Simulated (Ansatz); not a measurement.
# GeHO+ (singlet): wave-function methods side by side, cc-pVDZ

Aim: climb from Hartree-Fock through coupled cluster for GeHO+ (singlet) at one geometry and basis, and see what each rung misses.

The runs use Ansatz 0.2.0, Gaussian basis; cc-pVDZ, core rule «outside noble gas», up to 15 orbitals frozen.

To be run: UHF; CCSD(T) on RHF; BCCD(T) on RHF; CISD; CCSDT(Q) on RHF; CCSDTQ on RHF.

9 further runs of the same task are left out: 5 for a known fault of the program, 4 set aside as unsound or not needed.

## 1. The geometry

The geometry is a PBE0/def2-TZVP stationary point (not a proven minimum) of the parent state, kept for this charge and spin. No spin-orbit coupling is included. The filled d shell of Ge may be among the frozen orbitals whatever the setting's name suggests; the logs give the count.

3 atoms, charge 1, spin multiplicity 1.

Atoms are counted from 1 here; the program's logs count them from 0.

Bond lengths: Ge1–O2 1.786 Å, O2–H3 0.962 Å. Angles: Ge1–O2–H3 114.8°.

## 2. UHF

Input file in.yaml:

```yaml
crystal:
  periodic: [false, false, false]
  atoms:
    - {symbol: Ge, position_ang: [0.000000, 0.013397, 0.343250]}
    - {symbol: O, position_ang: [0.000000, -0.107250, -1.438746]}
    - {symbol: H, position_ang: [0.000000, 0.736912, -1.899543]}
basis:
  gaussian: {orbitals: cc-pVDZ}
total_charge: 1
magnetization: {spin_polarized: true, initial_magnetization: 0}
hamiltonian: {xc: hf}
output: {orbitals: {seedname: orbitals}}
```

Command:

```bash
ansatz run in.yaml --threads 1 --pin off --events-out ev --progress --plain --max-ram 2816MiB --backend cpu
```

After this run come: CCSD(T) on RHF; BCCD(T) on RHF; CISD; CCSDT(Q) on RHF; CCSDTQ on RHF.

**Question.** What will the summary of the whole plan be? Wanted: RCCSDTQ below the RHF energy; RMP2 from RCCSDTQ; RCCSD from RCCSDTQ; RCCSD(T) from RCCSDTQ; RCCSDT(Q) from RCCSDTQ; T1 diagnostic.

**Answer**, as computed:

| quantity | value |
| --- | --- |
| RCCSDTQ below the RHF energy | -7.5128 eV |
| RMP2 from RCCSDTQ | +60.5 kJ/mol |
| RCCSD from RCCSDTQ | +26.0 kJ/mol |
| RCCSD(T) from RCCSDTQ | +4.1 kJ/mol |
| RCCSDT(Q) from RCCSDTQ | -0.7 kJ/mol |
| levels within 1 kcal/mol (43 meV) | RCCSD(T), BCCD(T), RCCSDT, RCCSDT(Q) |
| T1 diagnostic | 0.028 |

In words: RCCSD(T) lands +4.1 kJ/mol from the yardstick (0.6 % of the correlation energy). These misses are within one basis, not against nature.
